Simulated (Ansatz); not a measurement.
# AlFH6O2Si2: small, medium and large basis sets

Aim: see how fast density functionals converge with the basis set for AlFH6O2Si2.

Computed with Ansatz 0.2.0, Gaussian basis. Level: one geometry, several basis sets.

Plan: PBE0-D4/def2-SVP; ωB97M-V/def2-SVP; PBE0-D4/def2-QZVPP; ωB97M-V/def2-QZVPP; the functionals' def2-TZVPP values are taken from earlier runs.

## (1) The relaxed structure

An earlier PBE0-D4 in a triple-zeta def2 set relaxation fixed the geometry.

SMILES `[F][Al]([O][SiH3])[O][SiH3]`, 12 atoms, charge 0, spin multiplicity 1.

Atoms are counted from 1 here; the program's logs count them from 0.

Bond lengths: F1–Al2 1.638 Å, Al2–O3 1.662 Å, Al2–O5 1.662 Å, O3–Si4 1.626 Å, Si4–H7 1.486 Å, Si4–H8 1.486 Å, Si4–H9 1.486 Å, O5–Si6 1.626 Å, Si6–H10 1.486 Å, Si6–H11 1.486 Å, Si6–H12 1.486 Å. Angles: F1–Al2–O3 119.1°, F1–Al2–O5 119.1°, O3–Al2–O5 121.8°, Al2–O3–Si4 178.8°, O3–Si4–H7 109.9°, O3–Si4–H8 109.9°, O3–Si4–H9 109.7°, H7–Si4–H8 109.0°, H7–Si4–H9 109.0°, H8–Si4–H9 109.2°, Al2–O5–Si6 178.6°, O5–Si6–H10 109.9°, O5–Si6–H11 109.8°, O5–Si6–H12 109.9°, H10–Si6–H11 109.0°, H10–Si6–H12 109.0°, H11–Si6–H12 109.2°.

## (2) PBE0-D4 in def2-SVP

File in.yaml:

```yaml
crystal:
  periodic: [false, false, false]
  atoms:
    - {symbol: F, position_ang: [-2.785674, 0.161342, -0.098992]}
    - {symbol: Al, position_ang: [-1.151150, 0.064067, -0.041189]}
    - {symbol: O, position_ang: [-0.414585, -1.385357, -0.387803]}
    - {symbol: Si, position_ang: [0.274064, -2.818277, -0.728351]}
    - {symbol: O, position_ang: [-0.274186, 1.417504, 0.362169]}
    - {symbol: Si, position_ang: [0.548688, 2.761155, 0.763339]}
    - {symbol: H, position_ang: [1.741161, -2.648565, -0.895462]}
    - {symbol: H, position_ang: [-0.295484, -3.367824, -1.986116]}
    - {symbol: H, position_ang: [0.019767, -3.773721, 0.381177]}
    - {symbol: H, position_ang: [2.001668, 2.554713, 0.528157]}
    - {symbol: H, position_ang: [0.329713, 3.074165, 2.199535]}
    - {symbol: H, position_ang: [0.083016, 3.905600, -0.062362]}
basis:
  gaussian: {orbitals: def2-SVP}
hamiltonian: {xc: pbe0, dispersion: d4}
output: {orbitals: {seedname: orbitals}}
```

Started as:

```bash
$ ansatz run in.yaml --threads 4 --pin off --events-out ev --progress --plain --max-ram 11315MiB
```

After this run come: ωB97M-V in def2-SVP; PBE0-D4 in def2-QZVPP; ωB97M-V in def2-QZVPP.

Q: Predict the results of all the runs planned. Wanted: PBE0-D4: double and triple zeta above quadruple; ωB97M-V: double and triple zeta above quadruple.

As calculated:

```
                                       quantity           value
PBE0-D4: double and triple zeta above quadruple  18.01, 1.20 eV
ωB97M-V: double and triple zeta above quadruple  18.09, 1.10 eV
```

For PBE0-D4 the step from double to triple zeta gains 16.81 eV and the next only 1.20 eV. Total energies overstate the basis error of differences, where much of it tends to cancel. The LUMO of ωB97M-V is positive and keeps falling with the basis (0.87 to 0.20 eV): an unbound level that the basis holds in place.
